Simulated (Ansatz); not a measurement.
# GaAs: the cost of one run

Program: Ansatz 0.2.0. Level of theory: DFT LDA, spin-orbit coupling, plane waves, PAW, and further levels as typed in the inputs. These are calculated values, not measurements.

## (1) Starting point

Symmetry: F-43m, No. 216, cubic system. The conventional cell has a = 5.654 Å, b = 5.654 Å, c = 5.654 Å, α = 90.00°, β = 90.00°, γ = 90.00°. Around Ga (site symmetry -43m) lie 4 As at 2.45 Å. As (site symmetry -43m) has 4 Ga at 2.45 Å as nearest neighbours.

Coordinates:

```
CELL_PARAMETERS angstrom
0.00000 2.82685 2.82685
2.82685 0.00000 2.82685
2.82685 2.82685 0.00000
ATOMIC_POSITIONS crystal
Ga 0.00000 0.00000 0.00000
As 0.75000 0.75000 0.75000
```

The structure rests on an entry of the Crystallography Open Database; cell or positions may have been set otherwise for this series.

## (2) Single point: GaAs

Input file input.yaml:

```yaml
crystal:
  lattice:
    - [0.0, 2.82685, 2.82685]
    - [2.82685, 0.0, 2.82685]
    - [2.82685, 2.82685, 0.0]
  atoms:
    - { symbol: Ga, position: [0.0, 0.0, 0.0] }
    - { symbol: As, position: [0.75, 0.75, 0.75] }
scf:
  occupations: { method: fixed }
output:
  forces: false
  stress: false
  eigenvalues: true
  eigenstates:
    kpoints:
      - [0, 0, 0]
      - [0, 0.005, 0.005]
      - [0, 0.01, 0.01]
      - [0, 0.015, 0.015]
      - [0, 0.02, 0.02]
    e_range: [-2, 4]
  write_density: true
  write_potential: true
  elf: true
  volumetric_format: npy
kpoints:
  mp_grid: { grid: [10, 10, 10] }
hamiltonian:
  xc: lda
magnetization:
  noncollinear: true
  spin_orbit: true
```

Run with:

```sh
$ ansatz run input.yaml --threads 4 --pin off --max-ram 12288MiB --backend cpu --events-out ev --progress --plain --runs-dir out
```

**Question.** How long does this run take on 4 threads of Arm Neoverse N1, shared host, and how much memory does it need?

About 11 s, with a peak of 0.57 GiB.
